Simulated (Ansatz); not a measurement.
**C₂H₇B₂ClO: one species, many methods**

How much do the methods differ for C₂H₇B₂ClO? The plan is to run it at one geometry with functionals of several rungs and with coupled cluster. The yardstick is the atomisation energy at the CCSD(T) limit.

The runs use Ansatz 0.2.0, Gaussian basis; functionals in def2-TZVPP, the program's frozen cores in correlated methods.

The runs, in order: LDA (SPW92), PBE-D4, revPBE-D4, BLYP-D4, r2SCAN-D4, B97M-V, PBE0-D4, B3LYP-D4, r2SCANh-D4, r2SCAN0-D4, HSE06-D4, BHLYP-D4, CAM-B3LYP-D4, LC-ωPBE, ωB97X-V, ωB97M-V, B2PLYP, PBE-QIDH; CCSD(T)/def2-SVP; CCSD(T)/def2-TZVPP; MP2/def2-QZVPP; extrapolation to the limit; RPA on PBE.

### Step 1. Structure used throughout

An earlier PBE0-D4 in a triple-zeta def2 set relaxation fixed the geometry.

13 atoms, charge 0, spin multiplicity 1.

Atoms are counted from 1 here; the program's logs count them from 0.

Bond lengths: C1–C2 1.530 Å, C1–H7 1.093 Å, C1–H8 1.094 Å, C1–H9 1.092 Å, C2–B3 1.567 Å, C2–H10 1.100 Å, C2–H11 1.094 Å, B3–O4 1.357 Å, B3–B5 1.729 Å, O4–H12 0.965 Å, B5–Cl6 1.757 Å, B5–H13 1.194 Å. Angles: C2–C1–H7 111.3°, C2–C1–H8 111.6°, C2–C1–H9 111.7°, H7–C1–H8 107.3°, H7–C1–H9 107.3°, H8–C1–H9 107.4°, C1–C2–B3 113.1°, C1–C2–H10 108.4°, C1–C2–H11 110.7°, B3–C2–H10 107.0°, B3–C2–H11 110.9°, H10–C2–H11 106.3°, C2–B3–O4 118.5°, C2–B3–B5 123.2°, O4–B3–B5 118.2°, B3–O4–H12 112.4°, B3–B5–Cl6 117.3°, B3–B5–H13 128.3° and more.

### Step 2. LDA

This LDA is Slater exchange with PW92 correlation.

File in.yaml:

```yaml
crystal:
  periodic: [false, false, false]
  atoms:
    - {symbol: C, position_ang: [0.285536, -0.282586, -1.715799]}
    - {symbol: C, position_ang: [0.900137, -0.582348, -0.346629]}
    - {symbol: B, position_ang: [-0.043062, -0.206139, 0.846906]}
    - {symbol: O, position_ang: [-0.287320, -1.140637, 1.799670]}
    - {symbol: B, position_ang: [-0.780845, 1.348409, 1.018658]}
    - {symbol: Cl, position_ang: [-2.009729, 1.523317, 2.262592]}
    - {symbol: H, position_ang: [-0.604696, -0.891539, -1.894118]}
    - {symbol: H, position_ang: [-0.014158, 0.765939, -1.801210]}
    - {symbol: H, position_ang: [0.987903, -0.488046, -2.526794]}
    - {symbol: H, position_ang: [1.814544, 0.019583, -0.236517]}
    - {symbol: H, position_ang: [1.212250, -1.629419, -0.283512]}
    - {symbol: H, position_ang: [-0.889598, -0.820791, 2.482246]}
    - {symbol: H, position_ang: [-0.550463, 2.349457, 0.409207]}
basis:
  gaussian: {orbitals: def2-TZVPP}
hamiltonian: {xc: lda}
output: {orbitals: {seedname: orbitals}}
```

After this run come: PBE-D4 (GGA); revPBE-D4 (GGA); BLYP-D4 (GGA); r2SCAN-D4 (meta-GGA); B97M-V (meta-GGA); PBE0-D4 (hybrid); B3LYP-D4 (hybrid); r2SCANh-D4 (hybrid); r2SCAN0-D4 (hybrid); HSE06-D4 (hybrid); BHLYP-D4 (hybrid); CAM-B3LYP-D4 (range-separated); LC-ωPBE (range-separated); ωB97X-V (range-separated); ωB97M-V (range-separated); B2PLYP (double hybrid); PBE-QIDH (double hybrid); CCSD(T) in def2-SVP; CCSD(T) in def2-TZVPP; MP2 in def2-QZVPP; RPA on PBE orbitals.

Before running them: what should the planned runs give, taken together? Wanted: atomisation energy, CCSD(T)/CBS; farthest beyond LDA; mean size of error, GGA; mean size of error, meta-GGA; mean size of error, hybrid; mean size of error, range-separated; mean size of error, double hybrid; gap, smallest and largest; T1 diagnostic.

The runs gave:

| quantity | value |
| --- | --- |
| atomisation energy, CCSD(T)/CBS | 1211.0 kcal/mol |
| functionals within 6.1 kcal/mol (0.5 %) | revPBE-D4, BLYP-D4, B3LYP-D4, r2SCAN0-D4, LC-ωPBE, ωB97X-V, PBE-QIDH |
| farthest beyond LDA | PBE-D4 (+29.7 kcal/mol) |
| mean size of error, GGA | 10.1 kcal/mol |
| mean size of error, meta-GGA | 11.4 kcal/mol |
| mean size of error, hybrid | 10.6 kcal/mol |
| mean size of error, range-separated | 7.2 kcal/mol |
| mean size of error, double hybrid | 5.4 kcal/mol |
| gap, smallest and largest | 2.69 eV (LDA (SPW92)), 10.21 eV (LC-ωPBE) |
| T1 diagnostic | 0.0129 |
| triples share of the correlation energy | 3.9 % |

In words: LDA overbinds by 173.2 kcal/mol (14 %). PBE-D4 misses by +29.7 kcal/mol. Double hybrids carry the basis error of their MP2 part in triple zeta, and no dispersion term here, so their miss is partly the set-up's. By mean error the best rung here is double hybrid (5.4 kcal/mol) and the worst beyond LDA is meta-GGA (11.4 kcal/mol). The gap between the best rungs is small, so their order is not settled. Misses under about 6.1 kcal/mol are within the doubt on the reference itself, which lacks core-valence correlation, relativity and higher excitations. Hartree-Fock recovers 76 % of the binding; the rest is correlation. CCSD(T) in def2-SVP is off by -46.4 kcal/mol, so the small basis spoils what the method gains. The gap grows from 2.7 to 10.2 eV across the functionals, mostly with the share of exact exchange.
